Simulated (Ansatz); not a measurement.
# Si3NH9 (trisilylamine): HF/6-31G(d) (spherical functions)

What is the energy change on altering one bond length of Si3NH9 (trisilylamine) at HF/6-31G* (spherical functions)? 

Program for the calculation: Ansatz 0.2.0.

59 further runs of the same task are left out: 59 set aside as unsound or not needed.

**1. The molecule**

Si3NH9: 13 atoms, total charge 0, spin state singlet. SMILES: `[SiH3]N([SiH3])[SiH3]`. The shape is that of a PBE0-D4/def2-TZVP optimisation.

Bond lengths: Si1–N2 1.735 Å, N2–Si3 1.735 Å, N2–Si4 1.735 Å, Si1–H5 1.488 Å, Si1–H6 1.487 Å, Si1–H7 1.487 Å, Si3–H8 1.487 Å, Si3–H9 1.487 Å, Si3–H10 1.488 Å, Si4–H11 1.487 Å, Si4–H12 1.488 Å, Si4–H13 1.487 Å. Some angles: Si1–N2–Si3 120.0°, Si1–N2–Si4 120.0°, Si3–N2–Si4 120.0°, N2–Si1–H5 107.2°, N2–Si1–H6 111.4°, N2–Si1–H7 111.4°, N2–Si3–H8 111.4°, N2–Si3–H9 111.4°, N2–Si3–H10 107.2°, N2–Si4–H11 111.4°.

**2. The energy at HF/6-31G(d) (spherical functions)**

molecule.yaml reads:

```yaml
crystal:
  periodic: [false, false, false]
  atoms:
    - {symbol: Si, position_ang: [-0.519450, 1.440730, -0.815850]}
    - {symbol: N, position_ang: [-0.000690, -0.000090, 0.000350]}
    - {symbol: Si, position_ang: [0.784860, 0.112060, 1.543580]}
    - {symbol: Si, position_ang: [-0.265590, -1.552910, -0.727470]}
    - {symbol: H, position_ang: [-1.148110, 1.019270, -2.096710]}
    - {symbol: H, position_ang: [-1.512750, 2.195720, -0.007190]}
    - {symbol: H, position_ang: [0.625850, 2.343510, -1.105390]}
    - {symbol: H, position_ang: [0.020170, -0.607680, 2.596110]}
    - {symbol: H, position_ang: [2.158120, -0.455830, 1.496860]}
    - {symbol: H, position_ang: [0.862760, 1.555850, 1.894200]}
    - {symbol: H, position_ang: [-1.713780, -1.813530, -0.940290]}
    - {symbol: H, position_ang: [0.285610, -2.575110, 0.202450]}
    - {symbol: H, position_ang: [0.422990, -1.661990, -2.040670]}
basis:
  gaussian: {orbitals: 6-31G_st_-spherical.json}
hamiltonian: {xc: hf}
accuracy: high
output: {orbitals: {seedname: orbitals}}
```

The basis set 6-31G* is read from a file made from the Basis Set Exchange's data (not shown).

On the command line:

```sh
$ ansatz run molecule.yaml --threads 1 --pin off --max-ram 3480MiB --events-out events.jsonl --progress --plain --runs-dir runs
```

The program printed:

```text
Warning: RAYON_NUM_THREADS=1 ignored (pool sized by the plan → 1); use --threads N
Functional definition: HF
  name "HF"
  exchange = exact_x
  correlation = 0
2086 factors; integrals over basis functions are off by at most 3.8e-9 eV
mean field evaluation 1: about -25207.6342 eV, gradient 3.3e1 eV
mean field evaluation 2: about -25207.8247 eV, gradient 3.4e1 eV
mean field evaluation 4: about -25210.9044 eV, gradient 3.6e0 eV
mean field evaluation 8: about -25210.9600 eV, gradient 5.9e-2 eV
mean field evaluation 16: about -25210.9600 eV, gradient 9.2e-9 eV
mean field -25210.95999370 eV, -926.4856911661 hartree, gradient 9.2e-9 eV, S^2 0.000000; 0 other end points of the search recorded, 0 dependent functions left out
reference -25210.95999370 eV, -926.4856911661 hartree; 29, 29 occupied and 57, 57 virtual orbitals, 2086 factors
Total energy: -25210.95999370 eV, -926.4856911661 hartree
```

Wall time 2.8 s (1 thread of Arm Neoverse V2, shared host); peak memory 0.27 GiB.

**3. The distorted shape, same level**

job.yaml reads:

```yaml
crystal:
  periodic: [false, false, false]
  atoms:
    - symbol: Si
      position_ang: [-0.205140, 1.651447, -0.175461]
    - symbol: N
      position_ang: [0.313620, 0.210627, 0.640739]
    - symbol: Si
      position_ang: [1.099170, 0.322777, 2.183969]
    - symbol: Si
      position_ang: [0.048720, -1.342193, -0.087081]
    - symbol: H
      position_ang: [-1.148110, 1.019270, -2.096710]
    - symbol: H
      position_ang: [-1.198440, 2.406437, 0.633199]
    - symbol: H
      position_ang: [0.940160, 2.554227, -0.465001]
    - symbol: H
      position_ang: [0.334480, -0.396963, 3.236499]
    - symbol: H
      position_ang: [2.472430, -0.245113, 2.137249]
    - symbol: H
      position_ang: [1.177070, 1.766567, 2.534589]
    - symbol: H
      position_ang: [-1.399470, -1.602813, -0.299901]
    - symbol: H
      position_ang: [0.599920, -2.364393, 0.842839]
    - symbol: H
      position_ang: [0.737300, -1.451273, -1.400281]
basis:
  gaussian:
    orbitals: 6-31G_st_-spherical.json
hamiltonian:
  xc: hf
accuracy: high
output: {orbitals: {seedname: orbitals}}
```

The basis set 6-31G* is read from a file made from the Basis Set Exchange's data (not shown).

On the command line:

```sh
$ ansatz run job.yaml --threads 1 --pin off --max-ram 3480MiB --events-out events.jsonl --progress --plain --runs-dir runs
```

The program printed:

```text
Warning: RAYON_NUM_THREADS=1 ignored (pool sized by the plan → 1); use --threads N
Functional definition: HF
  name "HF"
  exchange = exact_x
  correlation = 0
2087 factors; integrals over basis functions are off by at most 3.7e-9 eV
mean field evaluation 1: about -25205.4156 eV, gradient 3.3e1 eV
mean field evaluation 2: about -25205.5969 eV, gradient 3.3e1 eV
mean field evaluation 4: about -25208.6188 eV, gradient 3.7e0 eV
mean field evaluation 8: about -25208.6758 eV, gradient 8.1e-2 eV
mean field evaluation 16: about -25208.6759 eV, gradient 9.2e-9 eV
mean field -25208.67585767 eV, -926.4017507151 hartree, gradient 9.2e-9 eV, S^2 0.000000; 0 other end points of the search recorded, 0 dependent functions left out
reference -25208.67585767 eV, -926.4017507151 hartree; 29, 29 occupied and 57, 57 virtual orbitals, 2087 factors
Total energy: -25208.67585767 eV, -926.4017507151 hartree
```

It took 2.8 s on 1 thread of Arm Neoverse V2, shared host; peak memory 0.27 GiB.

**4. Summary of results**

At HF/6-31G* (spherical functions):

| quantity | value |
| --- | --- |
| first shape: total energy | -926.48569 Eh |
| first shape: HOMO energy | -10.71 eV |
| first shape: LUMO energy | 3.29 eV |
| first shape: HOMO–LUMO gap | 14.01 eV |
| distorted shape: total energy | -926.40175 Eh |
| distorted shape: HOMO energy | -10.35 eV |
| distorted shape: LUMO energy | 2.39 eV |
| distorted shape: HOMO–LUMO gap | 12.74 eV |
| energy change with the Si1–H5 bond stretched from 1.488 to 2.232 Å | 2.284 eV |

In words: With the Si1–H5 bond stretched from 1.488 to 2.232 Å the energy rises by 2.28 eV (220 kJ/mol). The first shape isn't relaxed at this level, so the change isn't measured from a minimum.
